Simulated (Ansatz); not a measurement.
Crystal: NiMoIrPdW.

```
CELL_PARAMETERS angstrom
2.77046 0.00000 0.00000
-1.38523 2.39928 0.00000
0.00000 0.00000 21.88122
ATOMIC_POSITIONS crystal
Ni 0.33333 0.66667 0.04433
Ni 0.66667 0.33333 0.95562
Mo 0.66667 0.33333 0.34270
Mo 0.66667 0.33333 0.76320
Pd 0.33333 0.66667 0.44768
Pd 0.33333 0.66667 0.65723
Ir 0.33333 0.66667 0.23988
Ir 0.33333 0.66667 0.86050
W 0.66667 0.33333 0.13646
W 0.66667 0.33333 0.55240
```

The cell was built by a generator and needn't be a form met in nature.

| Property | Result |
| --- | --- |
| Program | Ansatz 0.2.0 |
| Task | relaxation of cell and atoms |
| Functional | r2SCAN |
| Dispersion | rVV10 |
| Potentials or basis | Ansatz PAW |
| Cutoff | 500 eV (not typed: the program's choice for these potentials) |
| k mesh | 8 × 8 × 1 |
| Occupations | fermi-dirac, width 0.05 eV |
| Spin | collinear spin, ferromagnetic start |
| Starting moments | [1.0, 1.0, 1.0, 1.0, 0.0, 0.0, 0.6, 0.6, 0.0, 0.0] μB |

At the start: volume 14.54 Å³/atom.

Q: Where does the relaxation end?

A: It ends after 6 steps and the volume is 14.11 Å³/atom (-3.0 %); space group P3m1 (No. 156, to 0.05 Å); moment 0.61 μB per cell.

The path:
| step | energy change (eV) | largest force (eV/Å) | volume (Å³) |
| --- | --- | --- | --- |
| 1 | 0.0000 | 0.2495 | 145.45 |
| 2 | -0.1153 | 0.1707 | 141.72 |
| 3 | -0.1195 | 0.0906 | 141.51 |
| 4 | -0.1221 | 0.0137 | 141.10 |
| 5 | -0.1221 | 0.0027 | 141.08 |
| 6 | -0.1183 | 0.0028 | 141.08 |

Final structure:
```
Ni Mo Pd Ir W
1.0
     2.73844    0.00000    0.00000
    -1.36922    2.37156    0.00000
     0.00000    0.00000   21.72402
Ni Mo Pd Ir W
2 2 2 2 2
Cartesian
  0.0000 1.5810 0.9449
  1.3692 0.7905 20.7789
  1.3692 0.7905 7.4279
  1.3692 0.7905 16.5889
  0.0000 1.5810 9.7187
  0.0000 1.5810 14.2807
  0.0000 1.5810 5.1945
  0.0000 1.5810 18.7251
  1.3692 0.7905 2.9583
  1.3692 0.7905 12.0022
```

Caveat: the magnetic or orbital state may not be the lowest; the plane-wave basis is chosen anew once the cell has moved, so the energies of steps on either side of that aren't comparable; the PAW data sets come from PBE, with cores solved anew for the run's functional, which leaves a small shift of forces and pressure.
